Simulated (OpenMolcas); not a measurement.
# CH5FOSn (SMILES C[O][SnH2][F]) at 6 levels

Wanted: a comparison of 6 runs (HF/3-21G, BHLYP/def2-SVP, BLYP/def2-SVP, TPSS/def2-SVP, r2SCAN/def2-SVP, MP2/def2-SVP) of CH5FOSn. 

Program for the calculation: OpenMolcas 26.06.

**1. Starting point**

The species is CH5FOSn (9 atoms), meant as a singlet with charge 0. As SMILES, `C[O][SnH2][F]`. Geometry: relaxed at PBE0-D4/def2-TZVP. This is one conformer, not always the lowest.

Bond lengths: C1–O2 1.409 Å, O2–Sn3 1.945 Å, Sn3–F4 1.923 Å, C1–H5 1.093 Å, C1–H6 1.099 Å, C1–H7 1.096 Å, Sn3–H8 1.701 Å, Sn3–H9 1.692 Å. Some angles: C1–O2–Sn3 120.6°, O2–Sn3–F4 105.1°, O2–C1–H5 108.0°, O2–C1–H6 112.6°, O2–C1–H7 111.9°, O2–Sn3–H8 110.5°, O2–Sn3–H9 106.7°, F4–Sn3–H8 104.5°, F4–Sn3–H9 107.3°, H5–C1–H6 107.7°.

**2. Energy and gradient at HF/3-21G (run 1)**

run.input reads:

```
&GATEWAY
  BasLib
  $CurrDir
  BasisSet
  C.3-21G....
  C1 0.518500 1.372900 0.070100 angstrom
  End of Basis
  BasisSet
  O.3-21G....
  O2 0.868000 0.081800 -0.373800 angstrom
  End of Basis
  BasisSet
  Sn.3-21G....
  Sn3 -0.399500 -1.388400 -0.243800 angstrom
  End of Basis
  BasisSet
  F.3-21G....
  F4 -0.697400 -1.629400 1.640500 angstrom
  End of Basis
  BasisSet
  H.3-21G....
  H5 1.313300 2.060500 -0.231100 angstrom
  H6 -0.420600 1.731700 -0.373400 angstrom
  H7 0.422100 1.418200 1.160900 angstrom
  H8 -1.916000 -0.924300 -0.859900 angstrom
  H9 0.399900 -2.769100 -0.806400 angstrom
  End of Basis

&SEWARD

&SCF
  Thresholds
  1e-10 1e-07 1e-07 1e-05
  PrOrbitals
  1 2

&ALASKA
```

The basis set 3-21G is read from a file made from the Basis Set Exchange's data (not shown).

Launch:

```
export MOLCAS_MEM=1860
pymolcas run.input > run.log
```

The program printed:

```text
--- Start Module: gateway ---
[...]
--- Stop Module: gateway /rc=_RC_ALL_IS_WELL_ ---
[...]
      Basis functions           68
[...]
--- Start Module: scf ---
[...]
       Convergence after  14 Iterations
[...]
::    Total SCF energy                              -6210.2142289342
[...]
      Total spin, S                                     0.0000000000
[...]
      Total electronic charge=   78.000000
      Total            charge=   -0.000000
[...]
      Dipole Moment (debye):
      Origin of the operator (angstrom)=   -0.2399   -1.0360   -0.0251
                   X= -1.3040E+00               Y=  2.9702E-01               Z= -2.1834E+00           Total=  2.5604E+00
      Quadrupole Moment (debye*angstrom):
[...]
 *              Molecular gradients               *
 **************************************************
  Irreducible representation: a
 ------------------------------------------------------------------------------------------
                              X                       Y                       Z
 ------------------------------------------------------------------------------------------
  C1               -3.93299364050437E-03   -2.64005575721011E-02   -4.78701183143937E-03
  O2                1.09145166159692E-02    2.49324022841186E-02    2.37554308772214E-03
  SN3              -9.18908640778326E-03   -4.04442976856956E-03   -2.42757742248436E-02
  F4               -3.86661735025928E-03   -3.10976001602281E-03    1.63293276015253E-02
  H5                7.20876784825863E-03    2.94373398769476E-03   -3.64107924753077E-03
  H6               -4.96040061116299E-03    1.51183310640279E-03   -3.31132201406881E-03
  H7                1.71904204574469E-05   -1.32175107330346E-03    6.57795458498356E-03
  H8                5.13918782415956E-03   -1.36870765476171E-03    5.68581324987782E-03
[...]
```

Run time: 6.3 s. Hardware: 1 thread of Intel Xeon Platinum 8259CL at 2.50GHz (Skylake/Cascade Lake), shared host; peak memory 0.41 GiB.

**3. Energy and forces at BHLYP/def2-SVP (core potential) (run 2)**

test.input reads:

```
>>> EXPORT MOLCAS_PRINT=2

&GATEWAY
 BasLib
 $CurrDir
 Coord
 9
 angstrom
 C        0.518500       1.372900       0.070100
 O        0.868000       0.081800      -0.373800
 Sn      -0.399500      -1.388400      -0.243800
 F       -0.697400      -1.629400       1.640500
 H        1.313300       2.060500      -0.231100
 H       -0.420600       1.731700      -0.373400
 H        0.422100       1.418200       1.160900
 H       -1.916000      -0.924300      -0.859900
 H        0.399900      -2.769100      -0.806400
 Basis
 def2-SVP
 Group
 NoSym

&SEWARD
 GridInput
 Grid=UltraFine
 End of Grid

&SCF
 KSDFT
 HYB_GGA_XC_BHANDHLYP
 Thresholds
 1e-10 1e-07 1e-07 1e-05
 PrOrbitals
 1 1

&ALASKA
```

The basis set def2-SVP is read from a file made from the Basis Set Exchange's data (not shown).

Launch:

```
export MOLCAS_MEM=1860
pymolcas test.input > test.log
```

The program printed:

```text
--- Start Module: gateway ---
[...]
--- Stop Module: gateway /rc=_RC_ALL_IS_WELL_ ---
[...]
      Basis functions           93
[...]
--- Start Module: scf ---
[...]
       Convergence after  14 Iterations
[...]
::    Total KS-DFT energy                            -430.1350875083
[...]
      Total spin, S                                     0.0000000000
[...]
      Total electronic charge=   50.000000
      Total            charge=   -0.000000
[...]
      Dipole Moment (debye):
      Origin of the operator (angstrom)=   -0.2399   -1.0360   -0.0251
                   X= -1.0388E+00               Y=  1.8333E-01               Z= -2.2780E+00           Total=  2.5104E+00
      Quadrupole Moment (debye*angstrom):
[...]
 *              Molecular gradients               *
 **************************************************
  Irreducible representation: a
 ------------------------------------------------------------------------------------------
                              X                       Y                       Z
 ------------------------------------------------------------------------------------------
  C1               -5.15110768062271E-03    6.26714707942888E-03    3.51781295608022E-03
  O2                1.36561390216450E-03   -1.14310355527305E-02   -2.81062917803609E-03
  SN3               2.58670249722837E-03    6.19892237180331E-03    4.11676539652994E-03
  F4                7.10382113753738E-04    4.87889672813324E-04   -4.08614979128075E-03
  H5                2.94849663256436E-04   -1.09803858754498E-03   -4.54324793544680E-04
  H6                2.41234300236925E-04   -1.11310366759820E-04   -2.87762588579987E-05
  H7                1.13678685712382E-04   -3.23069353192817E-04   -3.41019501614248E-04
  H8               -8.93954467620084E-04    3.05626554535143E-04    3.47941761815740E-05
[...]
```

Wall time 52 s (1 thread of Intel Xeon Platinum 8259CL at 2.50GHz (Skylake/Cascade Lake), shared host); peak memory 0.51 GiB.

Runs 3 to 5 aren't shown in full; the table further down has their settings and results.

**4. The energy at MP2/def2-SVP (core potential) (run 6)**

calc.inp reads:

```
>>> EXPORT MOLCAS_PRINT=2

&GATEWAY
  BasLib=$CurrDir
  Coord
  9
  angstrom
  C        0.518500       1.372900       0.070100
  O        0.868000       0.081800      -0.373800
  Sn      -0.399500      -1.388400      -0.243800
  F       -0.697400      -1.629400       1.640500
  H        1.313300       2.060500      -0.231100
  H       -0.420600       1.731700      -0.373400
  H        0.422100       1.418200       1.160900
  H       -1.916000      -0.924300      -0.859900
  H        0.399900      -2.769100      -0.806400
  Basis=def2-SVP
  Group=NoSym

&SEWARD

&SCF
  Thresholds=1e-10 1e-07 1e-07 1e-05
  PrOrbitals=1 2

&MBPT2
  Frozen=7
```

The basis set def2-SVP is read from a file made from the Basis Set Exchange's data (not shown).

Launch:

```
export MOLCAS_MEM=1860
pymolcas calc.inp > calc.log
```

The program printed:

```text
--- Start Module: gateway ---
[...]
--- Stop Module: gateway /rc=_RC_ALL_IS_WELL_ ---
[...]
      Basis functions           93
[...]
--- Start Module: scf ---
[...]
       Convergence after  14 Iterations
[...]
::    Total SCF energy                               -428.2601578328
[...]
      Total spin, S                                     0.0000000000
[...]
      Total electronic charge=   50.000000
      Total            charge=   -0.000000
[...]
      Dipole Moment (debye):
      Origin of the operator (angstrom)=   -0.2399   -1.0360   -0.0251
                   X= -1.1669E+00               Y=  1.7132E-01               Z= -2.4602E+00           Total=  2.7283E+00
      Quadrupole Moment (debye*angstrom):
[...]
--- Stop Module: scf /rc=_RC_ALL_IS_WELL_ ---
[...]
--- Start Module: mbpt2 ---
[...]
WARNING!
Default frozen orbitals as non valence orbitals is overwritten by user input.
Default values:   3
[...]
       Reference weight ( Cref**2 )         =        0.84634
::    Total MBPT2 energy                             -428.8923531532
[...]
      Total MBPT2 calculations                           0.62      0.71
--- Stop Module: mbpt2 /rc=_RC_ALL_IS_WELL_ ---
[...]
```

It took 11 s on 1 thread of Intel Xeon Platinum 8259CL at 2.50GHz (Skylake/Cascade Lake), shared host; peak memory 0.51 GiB.

**5. Overview of the runs**

```
run                             level  integration grid      task   energy (Eh)  dipole moment (D) of the reference  HOMO energy (eV)  LUMO energy (eV)  wall time
  1                          HF/3-21G                 –  gradient  -6210.214229                                2.56            -11.59              3.47      6.3 s
  2   BHLYP/def2-SVP (core potential)         UltraFine  gradient   -430.135088                                2.51             -9.44              0.72       52 s
  3    BLYP/def2-SVP (core potential)         UltraFine  gradient   -430.201021                                2.08             -6.11             -1.15       55 s
  4    TPSS/def2-SVP (core potential)         UltraFine  gradient   -430.252284                                2.10             -6.39             -1.05       73 s
  5  r2SCAN/def2-SVP (core potential)         UltraFine  gradient   -430.282399                                2.26             -6.60             -0.92       68 s
  6     MP2/def2-SVP (core potential)                 –    energy   -428.892353                                2.73            -12.02              2.92       11 s
```

**6. Results**

```
                                          quantity          value
                               run 6: total energy  -428.89235 Eh
         run 6: dipole moment (mean-field density)         2.73 D
        run 6: HOMO energy (Hartree–Fock orbitals)      -12.02 eV
        run 6: LUMO energy (Hartree–Fock orbitals)        2.92 eV
      run 6: HOMO–LUMO gap (Hartree–Fock orbitals)       14.94 eV
run 6: correlation energy (7 core orbitals frozen)     -632.2 mEh
```

In words: Over runs 1, 2, 3, 4, 5 the dipole moment (its size) runs from 2.08 D (BLYP/def2-SVP) to 2.56 D (HF/3-21G). The two ends differ in method and basis and core potential. Over runs 1, 2, 3, 4, 5 the HOMO–LUMO gap runs from 4.96 eV (BLYP/def2-SVP) to 15.06 eV (HF/3-21G). Totals of different functionals can't be ranked against each other. Some runs of one species differ in core potentials or relativity; totals across that change don't compare. In run 1 relativity is left out where basis or elements ask for it. All runs together took 4.4 min, the longest 73 s.
